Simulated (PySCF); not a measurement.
# H6N3NbS (NbS(NH2)3): the cost of one run

Computed with PySCF 2.14.0 and routines of our own; the level stands in each step. Atoms count from 0.

### 1 The starting structure

11 atoms, charge 0, multiplicity 1; geometry from: GFN2-xTB.

### 2 Geometry optimisation at PBE0-D3(BJ)/def2-SVP

Job settings and geometry (Å):

```
{"job": {"xc": "PBE0", "basis": "def2-SVP", "d3": "d3bj", "grid": 1, "maxiter": 30, "shake": 0.03, "kind": "geom"}, "charge": 0, "multiplicity": 1}
Nb     0.062730    -0.076250     0.296390
S      0.026580     0.016700     2.499060
N      1.837630    -0.025150    -0.271600
H      2.357030    -0.030970    -1.211730
H      2.691830    -0.027530     0.353810
N     -0.950210     1.672850    -0.220220
H     -1.280990     2.350000     0.433500
H     -1.091540     1.995550    -1.176610
N     -0.978270    -1.633590    -0.111920
H     -1.186640    -1.998840    -1.079300
H     -1.390090    -2.328270     0.519520
```

On the command line:

```
OMP_NUM_THREADS=1 python heavy_run.py task.json out
```

This one command runs all jobs of the session in turn.

Q: Estimate the wall time and peak memory of this first job on 1 thread of Intel Xeon Platinum 8488C, shared host.

About 54 s, with a peak of 0.49 GiB.
